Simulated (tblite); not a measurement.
# CH4BFSi: the cost of one run

Programs: tblite 0.8.0 and PySCF 2.14.0. All values are calculated, for the isolated system unless a continuum is named. Atoms count from 0, parts from 1.

## (1) Starting point

8 atoms, charge 0, multiplicity 1; geometry: distance geometry start.

## (2) Geometry optimisation with GFN2-xTB

What the job is given:

```
{"job": {"kind": "relax", "xc": "GFN2-xTB", "basis": "xTB"}, "charge": 0, "multiplicity": 1}
C      1.845291     0.287079     0.195429
F      2.759984    -0.220382    -0.685372
B      0.539042    -0.575957     0.191310
Si    -1.135047     0.384569     0.083853
H      0.594184    -1.645606    -0.328020
H     -1.337438     1.209655     1.264718
H     -2.189475    -0.636902     0.069173
H     -1.099720     1.183369    -1.152401
```

Level: GFN2-xTB geometry optimisation, gas phase.

Run with:

```bash
$ OMP_NUM_THREADS=1 python cluster_run.py task.json out
```

This one command runs all jobs of the session in turn.

**Question.** How long does this first job take on 1 thread of AMD EPYC 7R43, shared host?

About 6 s.
